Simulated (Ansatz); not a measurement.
# SiF₅−: basis-set convergence

How large a basis does SiF₅− need? Two functionals are run in growing sets.

Method: one geometry, several basis sets; program: Ansatz 0.2.0, Gaussian basis.

The runs, in order: PBE0-D4/def2-SVPD; ωB97M-V/def2-SVPD; PBE0-D4/def2-QZVPPD; ωB97M-V/def2-QZVPPD; the functionals' def2-TZVPPD values are taken from earlier runs.

## (1) The relaxed structure

An earlier PBE0-D4/def2-TZVPD relaxation fixed the geometry.

SMILES `F[Si-](F)(F)(F)F`, 6 atoms, charge -1, spin multiplicity 1.

Atoms are counted from 1 here; the program's logs count them from 0.

Bond lengths: F1–Si2 1.669 Å, Si2–F3 1.627 Å, Si2–F4 1.627 Å, Si2–F5 1.669 Å, Si2–F6 1.627 Å. Angles: F1–Si2–F3 90.0°, F1–Si2–F4 90.0°, F1–Si2–F5 180.0°, F1–Si2–F6 90.0°, F3–Si2–F4 120.0°, F3–Si2–F5 90.0°, F3–Si2–F6 120.0°, F4–Si2–F5 90.0°, F4–Si2–F6 120.0°, F5–Si2–F6 90.0°.

## (2) PBE0-D4 in def2-SVPD

in.yaml

```yaml
crystal:
  periodic: [false, false, false]
  atoms:
    - {symbol: F, position_ang: [-0.716862, -1.106039, 1.023496]}
    - {symbol: Si, position_ang: [-0.000006, -0.000022, -0.000028]}
    - {symbol: F, position_ang: [-1.466660, 0.583529, -0.396369]}
    - {symbol: F, position_ang: [0.651511, -1.218369, -0.860171]}
    - {symbol: F, position_ang: [0.716537, 1.105819, -1.023965]}
    - {symbol: F, position_ang: [0.815470, 0.635081, 1.257028]}
basis:
  gaussian: {orbitals: def2-SVPD}
total_charge: -1
hamiltonian: {xc: pbe0, dispersion: d4}
output: {orbitals: {seedname: orbitals}}
```

On the command line:

```bash
$ ansatz run in.yaml --threads 2 --pin off --events-out ev --progress --plain --max-ram 32768MiB --backend cpu
```

After this run come: ωB97M-V in def2-SVPD; PBE0-D4 in def2-QZVPPD; ωB97M-V in def2-QZVPPD.

Before running them: what should the planned runs give, taken together? Wanted: PBE0-D4: double and triple zeta above quadruple; ωB97M-V: double and triple zeta above quadruple.

**Answer**, as computed:

| quantity | value |
| --- | --- |
| PBE0-D4: double and triple zeta above quadruple | 20.04, 0.95 eV |
| ωB97M-V: double and triple zeta above quadruple | 20.08, 0.87 eV |

For PBE0-D4 the step from double to triple zeta gains 19.08 eV and the next only 0.95 eV. These are total energies; as a rule much of such shifts cancels in differences, which this series doesn't test. The LUMO of ωB97M-V is positive and keeps falling with the basis (5.45 to 4.23 eV): an unbound level that the basis holds in place.
